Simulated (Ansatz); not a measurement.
Run this with the Ansatz DFT code, driven from Python and show what comes out.

The script reads `bi.xyz`:
```text
2

B     0.00000    0.00000    0.00000
I     0.00000    0.00000    2.12500
```

The script, `adiabatic_bi.py`:
```python
"""Vertical and adiabatic ionisation of BI."""

import itertools

import ansatz
from ase.data import atomic_numbers, covalent_radii
import numpy as np

BASIS = "def2-SVP"
FUNCTIONAL = "pbe"
NET_CHARGE = 1


def main() -> None:
    molecule = ansatz.Crystal.molecule_from_extxyz("bi.xyz")

    calc = (
        molecule.calculation()
        .basis(gaussian=BASIS)  # atom-centred Gaussian functions
        .functional(FUNCTIONAL)
    )
    symbols = [site.symbol for site in molecule.cartesian_sites]
    start = np.array([site.position_ang for site in molecule.cartesian_sites], dtype=float)
    rep = calc.relax(force_tolerance=0.01).run().report
    end = np.array(rep["positions_ang"])

    minimum = ansatz.Crystal.molecule()
    for symbol, place in zip(symbols, end):
        minimum = minimum.atom(symbol, place.tolist())
    ion = (
        minimum.calculation()
        .basis(gaussian=BASIS)
        .functional(FUNCTIONAL)
        .charge(NET_CHARGE)  # electrons removed from the neutral system
        .spin("collinear", total=1)
    )
    vertical = ion.run().report
    settled = ion.relax(force_tolerance=0.01, max_steps=80).run().report
    print(f"vertical ionisation energy   {vertical['free_energy_ev'] - rep['free_energy_ev']:.3f} eV")
    print(f"adiabatic, no zero point     {settled['free_energy_ev'] - rep['free_energy_ev']:.3f} eV")
    print(f"relaxation energy of the ion {vertical['free_energy_ev'] - settled['free_energy_ev']:.3f} eV")
    ionised = np.array(settled["positions_ang"])
    # pairs closer than 1.2 times the sum of covalent radii, before or after
    radius = [covalent_radii[atomic_numbers[s]] for s in symbols]
    span = lambda where, i, j: np.linalg.norm(where[i] - where[j])
    bonded = [(i, j) for i, j in itertools.combinations(range(len(symbols)), 2) if min(span(end, i, j), span(ionised, i, j)) < 1.2 * (radius[i] + radius[j])]
    print("pair        before    after (A)")
    for i, j in bonded:
        print(f"{symbols[i]}{i}-{symbols[j]}{j}".ljust(10), f"{span(end, i, j):8.4f} {span(ionised, i, j):8.4f}")


if __name__ == "__main__":
    main()
```

```console
$ python adiabatic_bi.py
vertical ionisation energy   9.272 eV
adiabatic, no zero point     9.006 eV
relaxation energy of the ion 0.265 eV
pair        before    after (A)
B0-I1        2.1490   1.9761
```

Caveats:
- The energies are electronic: no zero-point or thermal terms, and the basis set is short of its limit. The product may relax into another structure. Each relaxation finds its nearest minimum, which needn't be the lowest.
- def2 sets replace the cores of elements past krypton by effective core potentials.
- The spin state was assumed, and another may lie lower.
- Finished in 10 s on 1 thread of Arm Neoverse V1 (shared host), peak memory 0.17 GiB.
